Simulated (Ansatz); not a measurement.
**Molecular dynamics of BaTiO₃**

input.yaml

```yaml
crystal:
  lattice:
    - [5.667718, 0.0, 0.0]
    - [0.0, 8.015363, 0.0]
    - [0.0, 0.0, 19.084647]
  atoms:
    - { symbol: Ba, position: [0.5, 0.25, 0.0523981] }
    - { symbol: Ti, position: [0.0, 0.0, 0.0523981] }
    - { symbol: O, position: [0.25, 0.0, 0.1266426] }
    - { symbol: O, position: [0.75, 0.0, 0.1266426] }
    - { symbol: O, position: [0.0, 0.25, 0.0523981] }
    - { symbol: Ba, position: [0.0, 0.25, 0.22095355] }
    - { symbol: Ti, position: [0.5, 0.0, 0.21999421] }
    - { symbol: O, position: [0.74264342, 0.0, 0.27853056] }
    - { symbol: O, position: [0.25735658, 0.0, 0.27853056] }
    - { symbol: O, position: [0.5, 0.25, 0.19251279] }
    - { symbol: Ba, position: [0.5, 0.25, 0.40021515] }
    - { symbol: Ti, position: [0.0, 0.0, 0.37727396] }
    - { symbol: O, position: [0.24074185, 0.0, 0.43598907] }
    - { symbol: O, position: [0.75925815, 0.0, 0.43598907] }
    - { symbol: O, position: [0.0, 0.25, 0.35709768] }
    - { symbol: Ba, position: [0.5, 0.75, 0.0523981] }
    - { symbol: Ti, position: [0.0, 0.5, 0.0523981] }
    - { symbol: O, position: [0.25, 0.5, 0.1266426] }
    - { symbol: O, position: [0.75, 0.5, 0.1266426] }
    - { symbol: O, position: [0.0, 0.75, 0.0523981] }
    - { symbol: Ba, position: [0.0, 0.75, 0.22095355] }
    - { symbol: Ti, position: [0.5, 0.5, 0.21999421] }
    - { symbol: O, position: [0.74264342, 0.5, 0.27853056] }
    - { symbol: O, position: [0.25735658, 0.5, 0.27853056] }
    - { symbol: O, position: [0.5, 0.75, 0.19251279] }
    - { symbol: Ba, position: [0.5, 0.75, 0.40021515] }
    - { symbol: Ti, position: [0.0, 0.5, 0.37727396] }
    - { symbol: O, position: [0.24074185, 0.5, 0.43598907] }
    - { symbol: O, position: [0.75925815, 0.5, 0.43598907] }
    - { symbol: O, position: [0.0, 0.75, 0.35709768] }
basis:
  ecutwfc: 420.0
kpoints:
  mp_grid: { grid: [2, 2, 1] }
hamiltonian:
  xc: pbe
  pseudopotentials: { kind: paw, azcp: { folder: soft_1 } }
scf:
  occupations: { method: fermi_dirac, width: 0.05 }
  lower_state_search: "off"
  max_iter: 63
md:
  timestep: 1
  n_steps: 100
  ensemble: nvt_nose_hoover
  temperature: 700.0
  initial_velocities: maxwell_boltzmann
  seed: 502894
  nose_hoover: { tau: 3.0, chain_length: 1 }
  constraints: [{ sites: [0, 1, 2, 3, 4, 15, 16, 17, 18, 19] }]
```

Launched with:

```bash
$ ansatz run input.yaml --threads 4 --pin off --max-ram 10240MiB --backend cpu --events-out ev --progress --plain --runs-dir out
```

It starts from a relaxed structure.

Output, in part (one step line in 2):

```
md step     0: t =     0.00 fs  T =   700.0 K  F+E_penalty+E_count = -60944.67935466 eV  E_kin = 1.809640 eV  conserved = -60942.86971467 eV  (25 SCF iters)
md step     2: t =     2.00 fs  T =   685.2 K  F+E_penalty+E_count = -60944.63755542 eV  E_kin = 1.771291 eV  conserved = -60942.86953078 eV  (16 SCF iters)
md step     4: t =     4.00 fs  T =   654.4 K  F+E_penalty+E_count = -60944.51840147 eV  E_kin = 1.691737 eV  conserved = -60942.86913197 eV  (17 SCF iters)
md step     6: t =     6.00 fs  T =   637.0 K  F+E_penalty+E_count = -60944.34116816 eV  E_kin = 1.646875 eV  conserved = -60942.86859122 eV  (9 SCF iters)
md step     8: t =     8.00 fs  T =   654.3 K  F+E_penalty+E_count = -60944.12641253 eV  E_kin = 1.691486 eV  conserved = -60942.86800639 eV  (6 SCF iters)
md step    10: t =    10.00 fs  T =   706.7 K  F+E_penalty+E_count = -60943.89317884 eV  E_kin = 1.826979 eV  conserved = -60942.86750580 eV  (18 SCF iters)
md step    12: t =    12.00 fs  T =   764.2 K  F+E_penalty+E_count = -60943.66020538 eV  E_kin = 1.975739 eV  conserved = -60942.86721319 eV  (6 SCF iters)
md step    14: t =    14.00 fs  T =   776.7 K  F+E_penalty+E_count = -60943.44463489 eV  E_kin = 2.007873 eV  conserved = -60942.86717838 eV  (5 SCF iters)
md step    16: t =    16.00 fs  T =   728.7 K  F+E_penalty+E_count = -60943.25604599 eV  E_kin = 1.883915 eV  conserved = -60942.86730561 eV  (4 SCF iters)
md step    18: t =    18.00 fs  T =   664.1 K  F+E_penalty+E_count = -60943.09309640 eV  E_kin = 1.716756 eV  conserved = -60942.86744377 eV  (5 SCF iters)
md step    20: t =    20.00 fs  T =   632.9 K  F+E_penalty+E_count = -60942.94718721 eV  E_kin = 1.636146 eV  conserved = -60942.86750237 eV  (17 SCF iters)
md step    22: t =    22.00 fs  T =   655.1 K  F+E_penalty+E_count = -60942.80768297 eV  E_kin = 1.693549 eV  conserved = -60942.86746016 eV  (5 SCF iters)
md step    24: t =    24.00 fs  T =   717.6 K  F+E_penalty+E_count = -60942.66554709 eV  E_kin = 1.855033 eV  conserved = -60942.86731769 eV  (6 SCF iters)
md step    26: t =    26.00 fs  T =   772.4 K  F+E_penalty+E_count = -60942.51804394 eV  E_kin = 1.996724 eV  conserved = -60942.86707854 eV  (5 SCF iters)
md step    28: t =    28.00 fs  T =   767.4 K  F+E_penalty+E_count = -60942.37533975 eV  E_kin = 1.983815 eV  conserved = -60942.86675179 eV  (6 SCF iters)
md step    30: t =    30.00 fs  T =   712.0 K  F+E_penalty+E_count = -60942.26125340 eV  E_kin = 1.840778 eV  conserved = -60942.86639422 eV  (14 SCF iters)
md step    32: t =    32.00 fs  T =   666.9 K  F+E_penalty+E_count = -60942.20202154 eV  E_kin = 1.724002 eV  conserved = -60942.86616458 eV  (5 SCF iters)
md step    34: t =    34.00 fs  T =   673.2 K  F+E_penalty+E_count = -60942.21239105 eV  E_kin = 1.740440 eV  conserved = -60942.86626782 eV  (5 SCF iters)
md step    36: t =    36.00 fs  T =   724.0 K  F+E_penalty+E_count = -60942.28592807 eV  E_kin = 1.871578 eV  conserved = -60942.86682369 eV  (7 SCF iters)
md step    38: t =    38.00 fs  T =   764.9 K  F+E_penalty+E_count = -60942.38810874 eV  E_kin = 1.977408 eV  conserved = -60942.86772356 eV  (6 SCF iters)
md step    40: t =    40.00 fs  T =   739.4 K  F+E_penalty+E_count = -60942.46421468 eV  E_kin = 1.911620 eV  conserved = -60942.86861500 eV  (17 SCF iters)
md step    42: t =    42.00 fs  T =   660.7 K  F+E_penalty+E_count = -60942.47142057 eV  E_kin = 1.708150 eV  conserved = -60942.86907011 eV  (6 SCF iters)
md step    44: t =    44.00 fs  T =   592.3 K  F+E_penalty+E_count = -60942.40344930 eV  E_kin = 1.531163 eV  conserved = -60942.86883659 eV  (7 SCF iters)
md step    46: t =    46.00 fs  T =   583.5 K  F+E_penalty+E_count = -60942.28454707 eV  E_kin = 1.508387 eV  conserved = -60942.86794266 eV  (7 SCF iters)
md step    48: t =    48.00 fs  T =   659.6 K  F+E_penalty+E_count = -60942.15692914 eV  E_kin = 1.705172 eV  conserved = -60942.86672153 eV  (7 SCF iters)
md step    50: t =    50.00 fs  T =   807.0 K  F+E_penalty+E_count = -60942.07487458 eV  E_kin = 2.086199 eV  conserved = -60942.86584004 eV  (17 SCF iters)
md step    52: t =    52.00 fs  T =   906.9 K  F+E_penalty+E_count = -60942.08272117 eV  E_kin = 2.344436 eV  conserved = -60942.86592562 eV  (8 SCF iters)
md step    54: t =    54.00 fs  T =   828.7 K  F+E_penalty+E_count = -60942.17218494 eV  E_kin = 2.142458 eV  conserved = -60942.86676644 eV  (8 SCF iters)
md step    56: t =    56.00 fs  T =   664.2 K  F+E_penalty+E_count = -60942.29242804 eV  E_kin = 1.717057 eV  conserved = -60942.86761897 eV  (6 SCF iters)
md step    58: t =    58.00 fs  T =   559.5 K  F+E_penalty+E_count = -60942.40786697 eV  E_kin = 1.446510 eV  conserved = -60942.86816266 eV  (6 SCF iters)
md step    60: t =    60.00 fs  T =   555.8 K  F+E_penalty+E_count = -60942.50867908 eV  E_kin = 1.436763 eV  conserved = -60942.86842911 eV  (17 SCF iters)
md step    62: t =    62.00 fs  T =   645.3 K  F+E_penalty+E_count = -60942.59097542 eV  E_kin = 1.668254 eV  conserved = -60942.86849942 eV  (8 SCF iters)
md step    64: t =    64.00 fs  T =   779.7 K  F+E_penalty+E_count = -60942.64428836 eV  E_kin = 2.015647 eV  conserved = -60942.86843639 eV  (6 SCF iters)
md step    66: t =    66.00 fs  T =   837.9 K  F+E_penalty+E_count = -60942.65405084 eV  E_kin = 2.166088 eV  conserved = -60942.86829751 eV  (7 SCF iters)
md step    68: t =    68.00 fs  T =   752.5 K  F+E_penalty+E_count = -60942.62013678 eV  E_kin = 1.945259 eV  conserved = -60942.86811287 eV  (6 SCF iters)
md step    70: t =    70.00 fs  T =   625.7 K  F+E_penalty+E_count = -60942.56492438 eV  E_kin = 1.617473 eV  conserved = -60942.86788565 eV  (17 SCF iters)
md step    72: t =    72.00 fs  T =   566.5 K  F+E_penalty+E_count = -60942.51500700 eV  E_kin = 1.464561 eV  conserved = -60942.86763406 eV  (6 SCF iters)
md step    74: t =    74.00 fs  T =   609.9 K  F+E_penalty+E_count = -60942.48805594 eV  E_kin = 1.576678 eV  conserved = -60942.86740452 eV  (8 SCF iters)
md step    76: t =    76.00 fs  T =   744.0 K  F+E_penalty+E_count = -60942.49337882 eV  E_kin = 1.923467 eV  conserved = -60942.86727268 eV  (6 SCF iters)
md step    78: t =    78.00 fs  T =   871.0 K  F+E_penalty+E_count = -60942.53062908 eV  E_kin = 2.251696 eV  conserved = -60942.86734537 eV  (5 SCF iters)
md step    80: t =    80.00 fs  T =   841.0 K  F+E_penalty+E_count = -60942.58554417 eV  E_kin = 2.174162 eV  conserved = -60942.86767043 eV  (17 SCF iters)
md step    82: t =    82.00 fs  T =   689.8 K  F+E_penalty+E_count = -60942.63862923 eV  E_kin = 1.783146 eV  conserved = -60942.86809573 eV  (7 SCF iters)
md step    84: t =    84.00 fs  T =   570.3 K  F+E_penalty+E_count = -60942.68013734 eV  E_kin = 1.474214 eV  conserved = -60942.86840837 eV  (6 SCF iters)
md step    86: t =    86.00 fs  T =   547.3 K  F+E_penalty+E_count = -60942.70933764 eV  E_kin = 1.414946 eV  conserved = -60942.86849982 eV  (5 SCF iters)
md step    88: t =    88.00 fs  T =   625.6 K  F+E_penalty+E_count = -60942.72712390 eV  E_kin = 1.617301 eV  conserved = -60942.86836825 eV  (6 SCF iters)
md step    90: t =    90.00 fs  T =   773.1 K  F+E_penalty+E_count = -60942.73297561 eV  E_kin = 1.998735 eV  conserved = -60942.86807986 eV  (19 SCF iters)
md step    92: t =    92.00 fs  T =   870.2 K  F+E_penalty+E_count = -60942.72746977 eV  E_kin = 2.249517 eV  conserved = -60942.86778105 eV  (5 SCF iters)
md step    94: t =    94.00 fs  T =   803.0 K  F+E_penalty+E_count = -60942.71906254 eV  E_kin = 2.075923 eV  conserved = -60942.86761378 eV  (6 SCF iters)
md step    96: t =    96.00 fs  T =   659.6 K  F+E_penalty+E_count = -60942.72349366 eV  E_kin = 1.705191 eV  conserved = -60942.86758661 eV  (5 SCF iters)
md step    98: t =    98.00 fs  T =   575.6 K  F+E_penalty+E_count = -60942.75278931 eV  E_kin = 1.487981 eV  conserved = -60942.86765832 eV  (5 SCF iters)
md step   100: t =   100.00 fs  T =   593.4 K  F+E_penalty+E_count = -60942.81039566 eV  E_kin = 1.534010 eV  conserved = -60942.86779846 eV  (18 SCF iters)
```

All steps were run. The conserved energy stayed within 0.14 meV per atom of its start (net change 0.064 meV per atom), so the integration is sound. A run of 0.1 ps of so small a system gives no equilibrium averages. Limits of this set-up: coarse k mesh, thin slab, slab without dipole correction, a typed lattice constant that wasn't relaxed here.

Mean squared displacements from the first frame to the last: Ba 0.05 Å², Ti 0.03 Å², O 0.05 Å².

Last frame:

```xyz
30
Lattice="5.6677 0.0000 0.0000 0.0000 8.0154 0.0000 0.0000 0.0000 19.0846" Properties=species:S:1:pos:R:3
Ba 2.834 2.004 1.000
Ti 0.000 0.000 1.000
O 1.417 0.000 2.417
O 4.251 0.000 2.417
O 0.000 2.004 1.000
Ba 0.155 2.112 4.170
Ti 3.061 0.100 4.353
O 4.382 0.317 5.417
O 1.628 0.014 5.345
O 2.952 1.930 3.813
Ba 2.776 2.262 7.559
Ti -0.072 0.186 7.287
O 1.110 0.285 8.563
O 4.157 -0.104 8.230
O -0.135 2.064 7.027
Ba 2.834 6.011 1.000
Ti 0.000 4.008 1.000
O 1.417 4.008 2.417
O 4.251 4.008 2.417
O 0.000 6.011 1.000
Ba 0.090 5.974 4.069
Ti 2.894 3.974 4.240
O 4.464 4.012 5.244
O 1.596 3.868 5.536
O 2.986 6.091 3.671
Ba 2.467 6.101 7.711
Ti -0.155 4.079 7.272
O 1.109 4.180 8.436
O 4.131 4.058 8.350
O -0.130 6.106 6.918
```

The run took 14 min on 4 threads of Arm Neoverse V2, with other jobs on the host, peak memory 2.9 GiB.
